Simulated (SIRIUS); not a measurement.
Si, 1 atom in the cell. The typed cell holds 1 atom: a = 2.634 Å, b = 2.645 Å, c = 2.663 Å, α = 104.47°, β = 103.97°, γ = 120.08°. This isn't the form of Si at room conditions, which is diamond. The cell isn't the ideal one: cell strained at random at fixed volume.

```yaml
Program: SIRIUS 7.12.0
Task: single point
Functional: PBEsol
Potentials_or_basis: PseudoDojo 0.4.1 PBEsol standard (scalar relativistic)
Cutoff: 490 eV
Density_cutoff: 1959 eV
k_mesh: 13 × 13 × 13
Occupations: fermi-dirac, width 0.05 eV
Spin: no spin polarisation
Libxc_names: "[\"XC_GGA_X_PBE_SOL\", \"XC_GGA_C_PBE_SOL\"]"
Energy_tol: 1e-08 Ha
Density_tol: 1e-06
Mixer: anderson
Mixing_beta: 0.7
Max_scf: 100
Radial_cutoff_for_the_potentials'_integrals: 6.5 bohr
```

Potentials or basis: PseudoDojo 0.4.1 PBEsol standard (scalar relativistic).

The run is started by

```console
$ upf_to_json Si.upf
$ OMP_NUM_THREADS=1 sirius.scf --input=sirius.json --output=out.json --task=0
```

Hardware: 1 thread of AMD EPYC 9R45 96-Core Processor (Zen 5), with other jobs on the host.

Question: How long does it take, and how much memory?

Answer: Run time: 33 s on 1 thread of AMD EPYC 9R45 96-Core Processor (Zen 5) (shared host), peak memory 0.7 GiB. Counts: scf iterations 10, k points 1099, plane waves 353, bands 8.
